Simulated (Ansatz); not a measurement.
# C6H12O: vertical ionisation energy

An exercise on one series of results from a longer session: the logs are not shown, and one member is left open.

Computed with Ansatz 0.2.0, Gaussian basis. Level: unrestricted cation, the program's frozen cores in correlated methods.

Plan: UKS PBE-D4/def2-TZVPP; UKS r2SCAN-D4/def2-TZVPP; UKS PBE0-D4/def2-TZVPP; UKS B3LYP-D4/def2-TZVPP; UKS wB97X-V/def2-TZVPP; UKS wB97M-V/def2-TZVPP; UKS B2PLYP/def2-TZVPP; UHF-CCSD(T)/def2-TZVPP; UHF-MP2/def2-QZVPP; extrapolation to the limit; then −ε(HOMO) from the neutral's earlier runs with LDA (SPW92), PBE-D4, revPBE-D4, BLYP-D4, r2SCAN-D4, B97M-V, PBE0-D4, B3LYP-D4, r2SCANh-D4, r2SCAN0-D4, HSE06-D4, BHLYP-D4, CAM-B3LYP-D4, LC-ωPBE, ωB97X-V, ωB97M-V.

### The relaxed structure

The geometry comes from an earlier relaxation with PBE0-D4 in a triple-zeta def2 set; it is a stationary point, not always the lowest conformer.

SMILES `CCC(C)C(C)=O`, 19 atoms, charge 0, spin multiplicity 1.

Atoms are counted from 1 here; the program's logs count them from 0.

Bond lengths: C1–C2 1.519 Å, C1–H8 1.092 Å, C1–H9 1.094 Å, C1–H10 1.092 Å, C2–C3 1.521 Å, C2–H11 1.094 Å, C2–H12 1.095 Å, C3–C4 1.530 Å, C3–C5 1.521 Å, C3–H13 1.097 Å, C4–H14 1.092 Å, C4–H15 1.092 Å, C4–H16 1.093 Å, C5–C6 1.504 Å, C5–O7 1.206 Å, C6–H17 1.089 Å, C6–H18 1.093 Å, C6–H19 1.095 Å. Angles: C2–C1–H8 111.2°, C2–C1–H9 111.3°, C2–C1–H10 111.2°, H8–C1–H9 108.1°, H8–C1–H10 107.4°, H9–C1–H10 107.6°, C1–C2–C3 113.4°, C1–C2–H11 109.8°, C1–C2–H12 109.9°, C3–C2–H11 108.3°, C3–C2–H12 108.3°, H11–C2–H12 106.9°, C2–C3–C4 111.6°, C2–C3–C5 111.8°, C2–C3–H13 109.4°, C4–C3–C5 107.5°, C4–C3–H13 108.4°, C5–C3–H13 108.0° and more.

Set-up of the first run:

Input file in.yaml:

```yaml
crystal:
  periodic: [false, false, false]
  atoms:
    - {symbol: C, position_ang: [2.260861, 0.053309, 0.375930]}
    - {symbol: C, position_ang: [1.211619, -0.789453, -0.327928]}
    - {symbol: C, position_ang: [-0.212989, -0.444424, 0.079942]}
    - {symbol: C, position_ang: [-1.223386, -1.417710, -0.529587]}
    - {symbol: C, position_ang: [-0.602887, 0.957383, -0.362316]}
    - {symbol: C, position_ang: [-1.534950, 1.713677, 0.543518]}
    - {symbol: O, position_ang: [-0.201134, 1.428534, -1.397750]}
    - {symbol: H, position_ang: [2.144982, 1.111911, 0.132041]}
    - {symbol: H, position_ang: [2.192488, -0.054042, 1.462678]}
    - {symbol: H, position_ang: [3.268986, -0.242525, 0.078313]}
    - {symbol: H, position_ang: [1.298516, -0.662407, -1.410686]}
    - {symbol: H, position_ang: [1.382984, -1.850254, -0.116770]}
    - {symbol: H, position_ang: [-0.302105, -0.493034, 1.172598]}
    - {symbol: H, position_ang: [-1.158173, -1.393706, -1.619797]}
    - {symbol: H, position_ang: [-1.014990, -2.436612, -0.196194]}
    - {symbol: H, position_ang: [-2.250807, -1.176234, -0.246236]}
    - {symbol: H, position_ang: [-1.923070, 2.597486, 0.040298]}
    - {symbol: H, position_ang: [-2.355373, 1.077672, 0.885361]}
    - {symbol: H, position_ang: [-0.980593, 2.020442, 1.436605]}
basis:
  gaussian: {orbitals: def2-TZVPP}
total_charge: 1
magnetization: {spin_polarized: true, initial_magnetization: 1}
hamiltonian: {xc: pbe, dispersion: d4}
```

Launch:

```console
$ ansatz run in.yaml --threads 2 --pin off --events-out ev --progress --plain --max-ram 32768MiB --backend cuda --devices 0, --max-vram 18GiB
```

Among the steps run: Cation, UKS PBE-D4/def2-TZVPP; Cation, UKS r2SCAN-D4/def2-TZVPP; Cation, UKS PBE0-D4/def2-TZVPP; Cation, UKS B3LYP-D4/def2-TZVPP; Cation, UKS wB97X-V/def2-TZVPP; Cation, UKS wB97M-V/def2-TZVPP; Cation, UKS B2PLYP (frozen core)/def2-TZVPP; Cation, UHF-CCSD(T)/def2-TZVPP; Cation, UHF-MP2/def2-QZVPP.

One table of the session follows, with a row left open; its other results are not shown here.

Orbital estimates, from the neutral's runs:

| functional | −ε(HOMO) (eV) |
| --- | --- |
| LDA (SPW92) | 5.68 |
| PBE-D4 | 5.51 |
| revPBE-D4 | 5.44 |
| BLYP-D4 | 5.43 |
| r2SCAN-D4 | 5.79 |
| B97M-V | 5.98 |
| PBE0-D4 | 7.07 |
| B3LYP-D4 | 6.85 |
| r2SCANh-D4 | 6.38 |
| r2SCAN0-D4 | 7.27 |
| HSE06-D4 | 6.66 |
| BHLYP-D4 | ? |
| CAM-B3LYP-D4 | 8.54 |
| LC-ωPBE | 9.82 |
| ωB97X-V | 9.52 |
| ωB97M-V | 9.47 |

**Question.** Estimate the row for BHLYP-D4.

Worked estimate for «−ε(HOMO) (eV)». Against the share of exact exchange, BLYP-D4 (0, 5.43), B3LYP-D4 (0.2, 6.85) give a slope of 7.10 per unit share; at 0.5 the line stands at 8.98.

The run gave: −ε(HOMO) (eV): 8.59. In «−ε(HOMO) (eV)» the line misses by +0.39.

To keep in mind: The cation may have settled in a state other than its lowest; no search over hole states beyond the program's own was made.
